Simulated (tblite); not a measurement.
# C6H16Si2: the cost of one run

Computed with tblite 0.8.0 and PySCF 2.14.0, with density-fitted response routines of our own, on a single molecule in the gas phase. Atoms are numbered from 0 throughout.

**1. The starting structure**

24 atoms, charge 0, multiplicity 1; geometry from: force field or distance geometry start.

Bonds of the start (Å): C0–C1 1.32, C1–Si2 1.85, Si2–C3 1.84, C3–C4 1.49, C4–C5 1.51, Si2–Si6 2.22, Si6–C7 1.88, C0–H8 1.08, C0–H9 1.10, C1–H10 1.08, Si2–H11 1.50, C3–H12 1.10, C3–H13 1.12, C4–H14 1.12, C4–H15 1.11, C5–H16 1.13, C5–H17 1.09, C5–H18 1.11, Si6–H19 1.47, Si6–H20 1.48, C7–H21 1.11, C7–H22 1.11, C7–H23 1.11.

**2. Optimising the geometry with GFN2-xTB**

Job settings and geometry (Å):

```
{"job": {"kind": "relax", "xc": "GFN2-xTB", "basis": "xTB"}, "charge": 0, "multiplicity": 1}
C     -1.696600     2.732200    -0.164100
C     -0.612900     2.093700    -0.554700
Si    -0.496500     0.244500    -0.636100
C      1.002500    -0.337400    -1.523400
C      2.310900     0.022600    -0.909000
C      2.461400    -0.516200     0.497600
Si    -0.892500    -0.748300     1.304700
C     -2.417300    -1.836300     1.142700
H     -1.643900     3.815300    -0.144800
H     -2.630300     2.235800     0.127100
H      0.279300     2.643200    -0.820600
H     -1.658800    -0.137900    -1.509300
H      0.974900     0.089500    -2.539400
H      0.935400    -1.445600    -1.634800
H      2.545700     1.115200    -0.963900
H      3.101600    -0.484100    -1.502100
H      3.553200    -0.466700     0.786200
H      1.823900     0.068200     1.152900
H      2.194400    -1.590500     0.437900
H      0.213300    -1.584600     1.784300
H     -1.194300     0.274800     2.333400
H     -2.984800    -1.627300     0.206700
H     -3.039500    -1.628800     2.041400
H     -2.140900    -2.911600     1.094900
```

Launch:

```sh
$ OMP_NUM_THREADS=1 python probes_run.py task.json out
```

The driver reads the jobs from task.json and runs them one after another.

**Question.** How long does this first job take on 1 thread of Arm Neoverse N1, shared host, and how much memory does it need?

About 3.6 s, with a peak of 0.18 GiB.
